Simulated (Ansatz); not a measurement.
# Li2RuN2 in Ansatz: the effect of Hubbard term

Crystal: Li2RuN2.

```
CELL_PARAMETERS angstrom
3.16423 0.00000 0.00000
-1.58212 2.74031 0.00000
0.00000 0.00000 5.21145
ATOMIC_POSITIONS crystal
Ru 0.00000 0.00000 0.00000
N 0.33333 0.66667 0.21301
N 0.66667 0.33333 0.78699
Li 0.33333 0.66667 0.63982
Li 0.66667 0.33333 0.36018
```

The cell comes from a database or a generator and needn't be the stable form of this composition.

Alike in all runs:

- Program: Ansatz 0.2.0
- Task: projected density of states
- Functional: PBE
- Potentials or basis: Ansatz PAW
- Cutoff: 420 eV (not typed: the program's choice for these potentials)
- k mesh: 10 × 10 × 5
- Occupations: fermi-dirac, width 0.05 eV
- Spin: no spin polarisation
- Hubbard projectors: ortho-atomic (the default)
- Double counting: fll (the default)

```csv
Hubbard term,pressure (GPa),largest force (eV/Å)
none,-2.7,0.15
Ru d U = 1 eV,-2.8,0.15
Ru d U = 2 eV,?,?
Ru d U = 3 eV,-2.6,0.17
Ru d U = 4 eV,-2.2,0.20
Ru d U = 5 eV,-1.7,0.23
Ru d U = 6 eV,-0.8,0.26
Ru d U = 8 eV,2.0,0.30
```

**Question.** What does the run with Hubbard term Ru d U = 2 eV give?

**Answer.** Pressure -2.7 GPa; largest force 0.14 eV/Å.

Worked out: A parabola through the other rows of the pressure, of slope 0.0829 GPa per eV there, gives -2.9 GPa, against the run's -2.7. A parabola through the other rows of the largest force, of slope 0.0145 eV/Å per eV there, gives 0.17 eV/Å, against the run's 0.14. The fit is too stiff a form for this range.

Caveats: the density of states is complete only up to the lowest level of the last band computed; U without spin polarisation on a metal has little footing (some runs).
